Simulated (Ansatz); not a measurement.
# AlN (wurtzite): the cost of one run

Computed with Ansatz 0.2.0 (DFT LDA, scalar-relativistic, plane waves, PAW, unless a step's input says otherwise).

## 1. The structure to begin with

Symmetry: P6_3mc, No. 186, hexagonal system. The conventional cell has a = 3.013 Å, b = 3.013 Å, c = 4.787 Å, α = 90.00°, β = 90.00°, γ = 120.00°. Around Al (site symmetry 3m) lie 4 N at 1.83 to 1.84 Å. N (site symmetry 3m) is surrounded by 4 Al at 1.83 to 1.84 Å.

Coordinates:

```
Al N
1.0
     3.01346    0.00000    0.00000
    -1.50673    2.60973    0.00000
     0.00000    0.00000    4.78681
Al N
2 2
Direct
  0.33333 0.66667 0.99889
  0.66667 0.33333 0.49889
  0.33333 0.66667 0.38311
  0.66667 0.33333 0.88311
```

## 2. Zone-centre phonons at 20 GPa

It takes the final geometry of an earlier run.

input.yaml

```yaml
crystal:
  lattice:
    - [3.0134563372, 0.0, 0.0]
    - [-1.5067281686, 2.6097297412, 0.0]
    - [0.0, 0.0, 4.786808364]
  atoms:
    - { symbol: Al, position: [0.3333333333, 0.6666666667, -0.0011056357] }
    - { symbol: Al, position: [0.6666666667, 0.3333333333, 0.4988943643] }
    - { symbol: "N", position: [0.3333333333, 0.6666666667, 0.3831056357] }
    - { symbol: "N", position: [0.6666666667, 0.3333333333, 0.8831056357] }
scf:
  occupations: { method: fixed }
output: {}
hamiltonian:
  xc: lda
basis:
  ecutwfc: 520
kpoints:
  mp_grid: { grid: [9, 9, 6] }
phonons:
  method: dfpt
  dielectric: true
  eigenvectors: false
  rigid_motions: translations
```

The run is started by

```bash
$ ansatz run input.yaml --threads 1 --pin off --max-ram 2867MiB --backend cpu --events-out ev --progress --plain --runs-dir out
```

What time and memory should one allow on 1 thread of Intel Xeon at 2.30GHz, shared host?

About 71 s, with a peak of 0.68 GiB.
